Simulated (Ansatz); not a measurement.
**SiH₃Br+ (doublet): from Hartree-Fock to the top rungs, cc-pVDZ**

One table from this session's results is given with a row withheld; the runs are named, their logs left out.

Method: cc-pVDZ, core rule «outside noble gas», up to 19 orbitals frozen; program: Ansatz 0.2.0, Gaussian basis.

The runs, in order: UHF; CCSD(T) on ROHF; CCSD(T) on UHF; BCCD(T) on ROHF; CISD; CCSDT(Q) on ROHF; CCSDT(Q) on UHF.

15 further runs of the same task are left out: 1 for a known fault of the program, 6 that didn't finish, 8 set aside as unsound or not needed.

### The system

The geometry is a PBE0/def2-TZVP stationary point (not a proven minimum) of the parent state, kept for this charge and spin. No spin-orbit coupling is included. The filled d shell of Br may be among the frozen orbitals whatever the setting's name suggests; the logs give the count.

5 atoms, charge 1, spin multiplicity 2.

Atoms are counted from 1 here; the program's logs count them from 0.

Bond lengths: Si1–Br2 2.220 Å, Si1–H3 1.481 Å, Si1–H4 1.481 Å, Si1–H5 1.481 Å. Angles: Br2–Si1–H3 108.4°, Br2–Si1–H4 108.4°, Br2–Si1–H5 108.4°, H3–Si1–H4 110.5°, H3–Si1–H5 110.5°, H4–Si1–H5 110.5°.

As a file:

```xyz
5
charge 1, multiplicity 2
Si   -1.5849   -0.0109    0.0039
Br    0.6347    0.0044   -0.0016
H    -2.0621    1.3906    0.0069
H    -2.0445   -0.7181    1.2208
H    -2.0506   -0.7149   -1.2124
```

Set-up of the first run:

in.yaml

```yaml
crystal:
  periodic: [false, false, false]
  atoms:
    - {symbol: Si, position_ang: [-1.584866, -0.010911, 0.003926]}
    - {symbol: Br, position_ang: [0.634735, 0.004370, -0.001572]}
    - {symbol: H, position_ang: [-2.062066, 1.390643, 0.006932]}
    - {symbol: H, position_ang: [-2.044541, -0.718097, 1.220754]}
    - {symbol: H, position_ang: [-2.050590, -0.714937, -1.212434]}
basis:
  gaussian: {orbitals: cc-pVDZ}
total_charge: 1
magnetization: {spin_polarized: true, initial_magnetization: 1}
hamiltonian: {xc: hf}
output: {orbitals: {seedname: orbitals}}
```

Run with:

```console
$ ansatz run in.yaml --threads 1 --pin off --events-out ev --progress --plain --max-ram 2393MiB
```

Among the steps run: UHF; CCSD(T) on ROHF; CCSD(T) on UHF; BCCD(T) on ROHF; CISD; CCSDT(Q) on ROHF; CCSDT(Q) on UHF.

One table of the session follows, with a row left open; its other results are not shown here.

```
   method  from UCCSDT(Q) (meV)
     ROHF               +6600.3
      UHF               +6493.4
     RMP2               +1239.4
     UMP2                     ?
     CISD                +719.1
    RCCSD                +177.9
    UCCSD                +174.1
 RCCSD(T)                 +40.1
 UCCSD(T)                 +38.2
  BCCD(T)                 +38.1
   RCCSDT                 +10.3
   UCCSDT                  +8.4
RCCSDT(Q)                  +2.4
UCCSDT(Q)                     0
```

Q: Estimate the row for UMP2 from the others.

As computed: from UCCSDT(Q) (meV): +1248.3. In the column «from UCCSDT(Q) (meV)» it lies between RMP2 (+1239.4) and UHF (+6493.4).

Limits of these values: Restricted and unrestricted rows rest on different reference determinants; where their highest levels disagree by more than a few hundredths of an eV, they describe different states and don't form one ladder.
